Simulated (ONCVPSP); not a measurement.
# Pseudopotential generation for aluminium: ONCV, LDA (Perdew-Zunger)

Task: generate the file, and judge it by its errors in other configurations, its logarithmic derivatives, its ghosts and its cutoff.

Program: ONCVPSP 4.0.1. Reference atom: LDA (Perdew-Zunger), scalar-relativistic, spherical and spin-unpolarised. All values are calculated.

**1. The design**

The settings as typed:

* element: aluminium (Al, Z = 13)
* type: optimised norm-conserving Vanderbilt (ONCV)
* frozen core: [Ne]
* valence charge: 3
* reference configuration: 3s2 3p0.75 (charge +0.25)
* partial waves: 3s: rc 1.75 bohr, ncon 3, nbas 7, qcut 3.1 1/bohr, 2 projectors, debl 0.6 Ha; 3p: rc 1.85 bohr, ncon 4, nbas 8, qcut 4.3 1/bohr, 2 projectors, debl 2.2 Ha
* local potential: polynomial inside 1.10 bohr (lpopt 5, dvloc0 0 Ha)
* core correction: polynomial model core, fcfact 0.5

**2. Generation**

Contents of Al.dat:

```
# ATOM AND REFERENCE CONFIGURATION
# atsym  z   nc   nv     iexc    psfile
  Al 13.00    3    2        3      upf
#
#   n    l    f
    1    0    2.00
    2    0    2.00
    2    1    6.00
    3    0    2.00
    3    1    0.75
#
# PSEUDOPOTENTIAL AND OPTIMIZATION
# lmax
    1
#
#   l,   rc,      ep,       ncon, nbas, qcut
    0    1.75    0.00    3    7    3.10
    1    1.85    0.00    4    8    4.30
#
# LOCAL POTENTIAL
# lloc, lpopt,  rc(5),   dvloc0
    4    5    1.10    0.00
#
# VANDERBILT-KLEINMAN-BYLANDER PROJECTORs
# l, nproj, debl
    0    2    0.60
    1    2    2.20
#
# MODEL CORE CHARGE
# icmod, fcfact, rcfact
    1    0.50    0.00
#
# LOG DERIVATIVE ANALYSIS
# epsh1, epsh2, depsh
   -2.00    5.00    0.02
#
# OUTPUT GRID
# rlmax, drl
    6.00    0.01
#
# TEST CONFIGURATIONS
# ncnf
    4
# nvcnf
#   n    l    f
    2
    3    0    2.00
    3    1    1.00
#
    2
    3    0    2.00
    3    1    0.00
#
    2
    3    0    1.00
    3    1    0.00
#
    2
    3    0    2.00
    3    1    0.50
#
```

On the command line:

```bash
$ oncvpsp.x < Al.dat > Al.out
```

Q: Predict the outcome of this session. Wanted: cutoffs for 1 and 0.1 mHa per electron, occupied waves; bound ghosts; GHOST(+) flags; largest test error; largest phase difference near zero energy, channels read; rms error of d²Exc/dn², without and with the model core.

**Answer**, as computed:

| quantity | value |
| --- | --- |
| cutoffs for 1 and 0.1 mHa per electron, occupied waves | 5.9 Ha and 36 Ha |
| bound ghosts | none found |
| GHOST(+) flags | s at 58 eV |
| largest test error (AE − PS) | +4.6 meV, for 3s1 3p0 |
| largest phase difference near zero energy, channels read | 0.002 rad |
| rms error of d²Exc/dn², without and with the model core | 3.50 and 0.26 mHa |

**Reading.** The worst unpolarised test, 3s1 3p0, is off by 4.6 meV on 24.3 eV; by total energies transferability rates as very good. It counts as soft on the atom at that tolerance, with 5.9 Ha needed at the looser tolerance. The tighter tolerance needs 36 Ha, and converged work needs a cutoff nearer that. At the looser tolerance the 3s wave is the slowest; 3p needs 2 Ha. No bound ghost shows below the valence levels. Near zero energy the phases of the channels with partial waves agree within 0.002 rad. The program also flags highly localised states, GHOST(+) (s). These are tests on the free atom; a crystal test is still owed.
